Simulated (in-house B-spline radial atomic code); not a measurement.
**Rh³⁴⁺: binding energies from hole states**

Aim: the cost of two holes at once in Rh³⁴⁺, against the sum of the two single holes.

Method: Dirac-Hartree-Fock, average of configuration, Fermi nucleus, basis-set limit. Code: in-house B-spline radial atomic code version 1.

### 1 The atom as given

```
element       : rhodium (Z = 45)
charge        : +34
electrons     : 11
configuration : [Ne] 3s1
Hamiltonian   : Dirac-Coulomb
nucleus       : Fermi, rms radius 4.495 fm
```

Outer shells as boxes (Hund's rule):

[Ne] 3s1
```
[Ne] core
3s [↑ ]
```

The boxes draw the filling by Hund's rule, which heavy ions in jj coupling don't follow; these runs average over all states of the configuration.

Settings of the run:

```ini
Z = 45
electrons = 11.0
configuration = [Ne] 3s1
hamiltonian = dirac
method = hf
spin_polarised = False
nucleus = fermi
rms_radius = 4.4945
mass_number = 103
atomic_mass = 102.905494081
speed_of_light = 137.035999084
```

This reference run was done before. Its total energy is -3837.969199 hartree, and its levels are (the highest eight at most):

| orbital | occupation | energy (eV) | <r> (bohr) |
| --- | --- | --- | --- |
| 1s1/2 | 2 | -25338.6 | 0.03259 |
| 2s1/2 | 2 | -5323.35 | 0.1386 |
| 2p1/2 | 2 | -5077.78 | 0.1178 |
| 2p3/2 | 4 | -4926.64 | 0.1224 |
| 3s1/2 | 1 | -2130.27 | 0.3366 |

Single holes known from earlier runs (ΔSCF): 1s 25315.1 eV, 2s 5317.09 eV, 2p1/2 5073.73 eV, 2p3/2 4922.97 eV, 3s 2130.19 eV.

### 2 The 1s and 2p3/2 holes

In configurations, a minus sign after the shell means j = l − 1/2 and a plus sign j = l + 1/2; the count of electrons follows.

Settings of the run:

```ini
Z = 45
electrons = 9.0
configuration = 1s1 2s2 2p-2 2p+3 3s1
hamiltonian = dirac
method = hf
spin_polarised = False
nucleus = fermi
rms_radius = 4.4945
mass_number = 103
atomic_mass = 102.905494081
speed_of_light = 137.035999084
```

### 3 The 2p1/2 and 2p1/2 holes

Settings: those of step 2 with these lines changed.

```diff
@@ -2,3 +2,3 @@
 electrons = 9.0
-configuration = 1s1 2s2 2p-2 2p+3 3s1
+configuration = 1s2 2s2 2p+4 3s1
 hamiltonian = dirac
```

### 4 The 2s and 2p3/2 holes

Settings: those of step 3 with these lines changed.

```diff
@@ -2,3 +2,3 @@
 electrons = 9.0
-configuration = 1s2 2s2 2p+4 3s1
+configuration = 1s2 2s1 2p-2 2p+3 3s1
 hamiltonian = dirac
```

### 5 The 1s and 3s holes

Settings: those of step 4 with these lines changed.

```diff
@@ -2,3 +2,3 @@
 electrons = 9.0
-configuration = 1s2 2s1 2p-2 2p+3 3s1
+configuration = 1s1 2s2 2p6
 hamiltonian = dirac
```

### 6 The 1s and 1s holes

Settings: those of step 5 with these lines changed.

```diff
@@ -2,3 +2,3 @@
 electrons = 9.0
-configuration = 1s1 2s2 2p6
+configuration = 2s2 2p6 3s1
 hamiltonian = dirac
```

Q: What does each hole state cost in eV, and how does that compare with the orbital energies or single holes?

As calculated:

| two holes | ΔSCF (eV) | less the two single holes (eV) |
| --- | --- | --- |
| 1s and 2p3/2 | 30491.5 | 253.40 |
| 2p1/2 and 2p1/2 | 10352.1 | 204.60 |
| 2s and 2p3/2 | 10404.5 | 164.40 |
| 1s and 3s | 27552.1 | 106.83 |
| 1s and 1s | 51383.6 | 753.43 |

Two holes cost more than the sum of each, because the second electron leaves a more charged ion. The excess runs from 106.8 eV (1s and 3s) to 753.4 eV (1s and 1s); it tends to be largest where both holes are compact. Two partly filled shells share a symmetry and can mix in the average, which may lower the energy, in these hole states: 1s and 2p3/2; 2s and 2p3/2; 1s; 2s. Values are for the free ion, measured from the vacuum level.
